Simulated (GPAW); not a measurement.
# W3N4 (Pm-3m) in GPAW: convergence with density grid spacing (A)

Aim: find how far density grid spacing (A) must go before the results for W3N4 settle, at r2SCAN. This setting moves, with any that are tied to it; all else stays.

Everything below comes from runs of GPAW 26.7.0. Logs are shortened: lines on timing, memory, paths and dates and some standing lists are left out, and cuts for length are marked. The log counts tension as positive stress, the text compression.

**1. The structure**

The structure is cubic, space group Pm-3m (No. 221). Conventional cell: a = 4.122 Å, b = 4.122 Å, c = 4.122 Å, α = 90.00°, β = 90.00°, γ = 90.00°. W (site symmetry 4/mmm) has 6 N at 2.06 Å as nearest neighbours. N (site symmetry 4/mmm) is surrounded by 4 W at 2.06 Å. N (site symmetry m-3m) has 6 W at 2.06 Å as nearest neighbours.

**2. With density grid spacing (A) 0.24**

Input file run.py:

```python
from ase.dft.bandgap import bandgap
from ase.io import read, write
from ase.units import GPa
from gpaw import GPAW, PW

atoms = read('POSCAR')

calc = GPAW(mode=PW(800),
            h=0.24,
            xc='MGGA_X_R2SCAN+MGGA_C_R2SCAN',
            kpts={'size': (5, 5, 5), 'gamma': True},
            occupations={'name': 'fermi-dirac', 'width': 0.05},
            nbands=55,
            convergence={'density': 1e-05, 'energy': 1e-05},
            maxiter=100,
            txt='gpaw.txt')
atoms.calc = calc
energy = atoms.get_potential_energy()
forces = atoms.get_forces()
stress = atoms.get_stress()
calc.write('gs.gpw')
write('result.traj', atoms)
print(f'Energy: {energy:.6f} eV')
print('Forces (eV/A):')
print(forces.round(4))
print('Stress (GPa):', (stress / GPa).round(3))
print('Fermi level:', round(calc.get_fermi_level(), 4), 'eV')
print(f'Gap: {bandgap(calc)[0]:.4f} eV, direct: {bandgap(calc, direct=True)[0]:.4f} eV')
```

Input file POSCAR:

```
W3N4
1.0
    4.1220000000      0.0000000000      0.0000000000
    0.0000000000      4.1220000000      0.0000000000
    0.0000000000      0.0000000000      4.1220000000
W N
3 4
Direct
    0.5000000000      0.0000000000      0.5000000000
    0.0000000000      0.5000000000      0.5000000000
    0.5000000000      0.5000000000      0.0000000000
    0.0000000000      0.0000000000      0.5000000000
    0.0000000000      0.5000000000      0.0000000000
    0.5000000000      0.0000000000      0.0000000000
    0.5000000000      0.5000000000      0.5000000000
```

Potentials or basis: GPAW PAW data sets (gpaw-data 1.2.1), pw.

Launch:

```sh
> OMP_NUM_THREADS=1 python run.py
```

It took 2.6 s on 1 thread of Arm Neoverse V1, shared host; peak memory 0.27 GiB.

The program refused the input.

**3. With density grid spacing (A) 0.2**

run.py: that of step 2 with these lines changed.

```diff
@@ -8,3 +8,3 @@
 calc = GPAW(mode=PW(800),
-            h=0.24,
+            h=0.2,
             xc='MGGA_X_R2SCAN+MGGA_C_R2SCAN',
```

POSCAR is that of step 2.

Potentials or basis: GPAW PAW data sets (gpaw-data 1.2.1), pw.

Launch:

```sh
> OMP_NUM_THREADS=1 python run.py
```

It took 74 s on 1 thread of Arm Neoverse V1, shared host; peak memory 0.33 GiB.

Results:

```yaml
Free_energy: -113.8307 eV
Pressure: 19.5 GPa
Band_gap_on_the_k_mesh: none (metal or under the smearing width)
```

**4. With density grid spacing (A) 0.17**

run.py: that of step 3 with these lines changed.

```diff
@@ -8,3 +8,3 @@
 calc = GPAW(mode=PW(800),
-            h=0.2,
+            h=0.17,
             xc='MGGA_X_R2SCAN+MGGA_C_R2SCAN',
```

POSCAR is that of step 3.

Launch:

```sh
> OMP_NUM_THREADS=1 python run.py
```

Wall time 80 s (1 thread of Arm Neoverse V1, shared host); peak memory 0.35 GiB.

What came out:

```yaml
Free_energy: -113.8120 eV
Pressure: 19.8 GPa
Band_gap_on_the_k_mesh: none (metal or under the smearing width)
```

**5. With density grid spacing (A) 0.15**

run.py: that of step 4 with these lines changed.

```diff
@@ -8,3 +8,3 @@
 calc = GPAW(mode=PW(800),
-            h=0.17,
+            h=0.15,
             xc='MGGA_X_R2SCAN+MGGA_C_R2SCAN',
```

POSCAR is that of step 4.

Launch:

```sh
> OMP_NUM_THREADS=1 python run.py
```

It took 2.1 min on 1 thread of Arm Neoverse V1, shared host; peak memory 0.36 GiB.

Results (log left out):

- Free energy: -113.8070 eV
- Pressure: 19.8 GPa
- Band gap on the k mesh: none (metal or under the smearing width)

**6. With density grid spacing (A) 0.13**

run.py: that of step 5 with these lines changed.

```diff
@@ -8,3 +8,3 @@
 calc = GPAW(mode=PW(800),
-            h=0.15,
+            h=0.13,
             xc='MGGA_X_R2SCAN+MGGA_C_R2SCAN',
```

POSCAR is that of step 5.

Potentials or basis: GPAW PAW data sets (gpaw-data 1.2.1), pw.

Launch:

```sh
> OMP_NUM_THREADS=1 python run.py
```

Wall time 2 min (1 thread of Arm Neoverse V1, shared host); peak memory 0.39 GiB.

It converged, with:

```yaml
Free_energy: -113.8074 eV
Pressure: 19.8 GPa
Band_gap_on_the_k_mesh: none (metal or under the smearing width)
```

**7. With density grid spacing (A) 0.11**

run.py: that of step 6 with these lines changed.

```diff
@@ -8,3 +8,3 @@
 calc = GPAW(mode=PW(800),
-            h=0.13,
+            h=0.11,
             xc='MGGA_X_R2SCAN+MGGA_C_R2SCAN',
```

POSCAR is that of step 6.

Launch:

```sh
> OMP_NUM_THREADS=1 python run.py
```

Wall time 4.8 min (1 thread of Arm Neoverse V1, shared host); peak memory 0.5 GiB.

It converged, with:

```
Free energy            : -113.8083 eV
Pressure               : 19.8 GPa
Band gap on the k mesh : none (metal or under the smearing width)
```

**8. With density grid spacing (A) 0.09**

run.py: that of step 7 with these lines changed.

```diff
@@ -8,3 +8,3 @@
 calc = GPAW(mode=PW(800),
-            h=0.11,
+            h=0.09,
             xc='MGGA_X_R2SCAN+MGGA_C_R2SCAN',
```

POSCAR is that of step 7.

Potentials or basis: GPAW PAW data sets (gpaw-data 1.2.1), pw.

Launch:

```sh
> OMP_NUM_THREADS=1 python run.py
```

gpaw.txt:

```text
__  _  _
 | _ |_)|_||  |
 |__||  | ||/\| - 26.7.0

Input parameters:
  mode=PW(ecut=800.0),
  convergence={'density': 1e-05, 'energy': 1e-05},
  h=0.09,
  kpts=MonkhorstPack(size=(5, 5, 5), gamma=True),
  maxiter=100,
  nbands=55,
  occupations=Occupations(name='fermi-dirac', width=0.05),
  xc=XC(name='MGGA_X_R2SCAN+MGGA_C_R2SCAN')

Diagonalizing LCAO Hamiltonian
Converting LCAO to pw mode
    .---------.
   /|         |
  / |         |
 *  |         |
 | W|  N      |
 |  .---------.
 N N  WW     /
 |/         /
 *----N----*

Atoms  # Å, Bohr magnetons
|   | symbol |        x |        y |        z |    initial magnetic moments |
|---|--------|----------|----------|----------|-----------------------------|
| 0 |      W | 2.061000 | 0.000000 | 2.061000 | ( 0.0000,  0.0000,  0.0000) |
| 1 |      W | 0.000000 | 2.061000 | 2.061000 | ( 0.0000,  0.0000,  0.0000) |
| 2 |      W | 2.061000 | 2.061000 | 0.000000 | ( 0.0000,  0.0000,  0.0000) |
| 3 |      N | 0.000000 | 0.000000 | 2.061000 | ( 0.0000,  0.0000,  0.0000) |
| 4 |      N | 0.000000 | 2.061000 | 0.000000 | ( 0.0000,  0.0000,  0.0000) |
| 5 |      N | 2.061000 | 0.000000 | 0.000000 | ( 0.0000,  0.0000,  0.0000) |
| 6 |      N | 2.061000 | 2.061000 | 2.061000 | ( 0.0000,  0.0000,  0.0000) |

Unit cell  # Å
| periodic |        x |        y |        z |  lengths |    angles |
|----------|----------|----------|----------|----------|-----------|
|      yes | 4.122000 | 0.000000 | 0.000000 | 4.122000 | 90.000000 |
|      yes | 0.000000 | 4.122000 | 0.000000 | 4.122000 | 90.000000 |
|      yes | 0.000000 | 0.000000 | 4.122000 | 4.122000 | 90.000000 |

Number of symmetries: 48
Symmetry operations  # r_c * U_cc + t_c -> r_c
|    | kind |            matrix            |
|----|------|------------------------------|
|  0 |  E   |  1, 0, 0,  0, 1, 0,  0, 0, 1 |
|  1 |  σ   |  1, 0, 0,  0, 1, 0,  0, 0,-1 |
|  2 |  σ   |  1, 0, 0,  0, 0, 1,  0, 1, 0 |
|  3 |  C4  |  1, 0, 0,  0, 0, 1,  0,-1, 0 |
|  4 |  C4  |  1, 0, 0,  0, 0,-1,  0, 1, 0 |
|  5 |  σ   |  1, 0, 0,  0, 0,-1,  0,-1, 0 |
|  6 |  σ   |  1, 0, 0,  0,-1, 0,  0, 0, 1 |
|  7 |  C2  |  1, 0, 0,  0,-1, 0,  0, 0,-1 |
|  8 |  σ   |  0, 1, 0,  1, 0, 0,  0, 0, 1 |
|  9 |  C2  |  0, 1, 0,  1, 0, 0,  0, 0,-1 |
| 10 |  C3  |  0, 1, 0,  0, 0, 1,  1, 0, 0 |
| 11 |  S6  |  0, 1, 0,  0, 0, 1, -1, 0, 0 |
| 12 |  S6  |  0, 1, 0,  0, 0,-1,  1, 0, 0 |
| 13 |  C3  |  0, 1, 0,  0, 0,-1, -1, 0, 0 |
| 14 |  C4  |  0, 1, 0, -1, 0, 0,  0, 0, 1 |
| 15 |  S4  |  0, 1, 0, -1, 0, 0,  0, 0,-1 |
| 16 |  C3  |  0, 0, 1,  1, 0, 0,  0, 1, 0 |
| 17 |  S6  |  0, 0, 1,  1, 0, 0,  0,-1, 0 |
| 18 |  σ   |  0, 0, 1,  0, 1, 0,  1, 0, 0 |
| 19 |  C4  |  0, 0, 1,  0, 1, 0, -1, 0, 0 |
| 20 |  C2  |  0, 0, 1,  0,-1, 0,  1, 0, 0 |
| 21 |  S4  |  0, 0, 1,  0,-1, 0, -1, 0, 0 |
| 22 |  S6  |  0, 0, 1, -1, 0, 0,  0, 1, 0 |
| 23 |  C3  |  0, 0, 1, -1, 0, 0,  0,-1, 0 |
| 24 |  S6  |  0, 0,-1,  1, 0, 0,  0, 1, 0 |
| 25 |  C3  |  0, 0,-1,  1, 0, 0,  0,-1, 0 |
| 26 |  C4  |  0, 0,-1,  0, 1, 0,  1, 0, 0 |
| 27 |  σ   |  0, 0,-1,  0, 1, 0, -1, 0, 0 |
| 28 |  S4  |  0, 0,-1,  0,-1, 0,  1, 0, 0 |
| 29 |  C2  |  0, 0,-1,  0,-1, 0, -1, 0, 0 |
| 30 |  C3  |  0, 0,-1, -1, 0, 0,  0, 1, 0 |
| 31 |  S6  |  0, 0,-1, -1, 0, 0,  0,-1, 0 |
| 32 |  C4  |  0,-1, 0,  1, 0, 0,  0, 0, 1 |
| 33 |  S4  |  0,-1, 0,  1, 0, 0,  0, 0,-1 |
| 34 |  S6  |  0,-1, 0,  0, 0, 1,  1, 0, 0 |
| 35 |  C3  |  0,-1, 0,  0, 0, 1, -1, 0, 0 |
| 36 |  C3  |  0,-1, 0,  0, 0,-1,  1, 0, 0 |
| 37 |  S6  |  0,-1, 0,  0, 0,-1, -1, 0, 0 |
| 38 |  σ   |  0,-1, 0, -1, 0, 0,  0, 0, 1 |
[... 70 lines left out ...]
    |------|--------|-------------|----------|
    |   5s |  2.000 |     -78.830 |    1.344 |
    |   6s |  2.000 |      -5.697 |    1.344 |
    |   5p |  6.000 |     -43.233 |    1.355 |
    |   6p |  0.000 |      -1.367 |    1.355 |
    |   5d |  4.000 |      -4.494 |    1.228 |
    |    d |        |      22.717 |    1.228 |

    Using partial waves for W as LCAO basis

  N:
    name:    Nitrogen
    Z:       7.0
    valence: 5
    core:    2
    charge:  0.0  # [|e|]
    compensation charges:
      type: gauss
      rc: 0.18  # [Å]
      lmax: 2
    cutoffs:
      filter: 1.11  # [Å]
      core: 0.96  # [Å]
    projectors
    | kind |    occ | energy [eV] | rcut [Å] |
    |------|--------|-------------|----------|
    |   2s |  2.000 |     -18.583 |    0.603 |
    |   2p |  3.000 |      -7.089 |    0.529 |
    |    s |        |       8.629 |    0.603 |
    |    p |        |      20.123 |    0.529 |
    |    d |        |       0.000 |    0.577 |

    Using partial waves for N as LCAO basis

Reference energy: -1322241.900982  # eV

eigensolver:
  PPCG
  Converge bands: occupied
  niter=2

density mixing:
  MSR1-Mixer
  Pratt-step length: 0.05
  Maximum mixing coefficient: 0.75
  Old densities: 10
  SVD Regularization: 0.005
  Good broyden scale: 1.0
  Trust region scale: 1.0
  Backstep threshold: 4.0
  History deletion threshold: 6.0
  Fourier metric: weight=20.0, sigma=0.015

occupation numbers:
  Fermi-Dirac:
    width: 0.0500  # eV

poisson solver:
  ecut: 6400.0  # eV

xc functional:
  name: MGGA_X_R2SCAN+MGGA_C_R2SCAN with 2 nearest neighbor stencil

convergence criteria:
- Maximum integral of absolute [dens]ity change: 1e-05 electrons / valence electron
- Maximum [total energy] change in last 3 cyles: 1e-05 eV / valence electron
- Maximum integral of absolute [eigenst]ate change: 4e-08 eV^2 / valence electron
maximum number of iterations: 100

SCF iterations
|iter     | |      energy | eigst |  dens |
|---------|-|-------------|-------|-------|
|iter:   1| | -136.005607 | +0.23 |       |
|iter:   2| | -117.804200 | -1.33 | -0.88 |
|iter:   3| | -113.508890 | -0.93 | -0.95 |
|iter:   4| | -113.755442 | -2.39 | -1.63 |
|iter:   5| | -113.808423 | -2.84 | -1.84 |
|iter:   6| | -113.805250 | -3.84 | -2.54 |
|iter:   7| | -113.805289 | -5.22 | -2.98 |
|iter:   8| | -113.805399c| -5.75 | -3.35 |
|iter:   9| | -113.805398c| -7.08 | -4.20 |
|iter:  10| | -113.805399c| -8.12c| -4.75 |
|iter:  11| | -113.805400c| -8.13c| -5.48c|

Converged in 11 steps
Energy contributions relative to reference atoms: (reference = -1322241.900982)

Energy contributions:
  Kinetic:         108.824887
  Coulomb:        -105.466267
  Zero:              0.499692
  External:          0.000000
  Xc:             -117.660516
  Entropy:          -0.006391
  Spinorbit:         0.000000
  ----------------------------
  Free energy:    -113.808595
  Extrapolated:   -113.805400

dipole moment: (-35.784260, -35.784260, -35.784260)  # |e|*Ang

Fermi level: 14.531
Eigenvalues  # (at kpt = [0.000, 0.000, 0.000])
| band index |      eig [eV] | occ [0-2] |
|------------|---------------|-----------|
|          0 |       -63.134 |     2.000 |
|        ... |               |           |
|         28 |        12.098 |     2.000 |
|         29 |        12.098 |     2.000 |
|         30 |        12.098 |     2.000 |
|         31 |        13.626 |     2.000 |
|         32 |        13.626 |     2.000 |
|         33 |        13.626 |     2.000 |
[... 8 lines left out ...]
|         42 |        19.313 |     0.000 |
|         43 |        20.668 |     0.000 |
|        ... |               |           |
|         54 |        35.678 |     0.000 |

No gap
No difference between direct/indirect transitions

Forces  # eV/Ang
|        x |        y |        z |
|----------|----------|----------|
|  0.00000 |  0.00000 |  0.00000 |  # W    0
|  0.00000 |  0.00000 |  0.00000 |  # W    1
|  0.00000 |  0.00000 |  0.00000 |  # W    2
| -0.00000 | -0.00000 |  0.00000 |  # N    3
| -0.00000 |  0.00000 | -0.00000 |  # N    4
|  0.00000 | -0.00000 | -0.00000 |  # N    5
|  0.00000 |  0.00000 |  0.00000 |  # N    6

Stress tensor  # eV/Ang^3
|         x |         y |         z |
|-----------|-----------|-----------|
| -0.123490 |  0.000000 |  0.000000 |
|  0.000000 | -0.123490 |  0.000000 |
|  0.000000 |  0.000000 | -0.123490 |

# Writing to gs.gpw (mode='')
```

Run time: 9.3 min. Hardware: 1 thread of Arm Neoverse V1, shared host; peak memory 0.66 GiB.

Results:

```yaml
Free_energy: -113.8086 eV
Pressure: 19.8 GPa
Band_gap_on_the_k_mesh: none (metal or under the smearing width)
```

**9. Summary**

```csv
density grid spacing (A),"energy less the tightest run, at zero smearing (meV/atom)",pressure (GPa),SCF cycles,CPU time (s),peak memory (GiB)
0.24,refused,-,-,-,-
0.2,-3.16,19.54,11,74,0.33
0.17,-0.49,19.84,11,80,0.35
0.15,0.23,19.78,11,120,0.36
0.13,0.18,19.78,11,120,0.39
0.11,0.04,19.78,11,290,0.5
0.09,0.00,19.79,11,560,0.66
```

Against the tightest run, the energy stays within 1 meV/atom from 0.17 on; the pressure stays within 0.1 GPa from 0.17 on. The tightest run that finished is the yardstick and may itself not be fully converged.

Caveats: so large a pressure means that the cell lies far from this level's equilibrium, or that cutoff or potentials fall short; the potentials were made for another functional, which shifts forces and pressure.
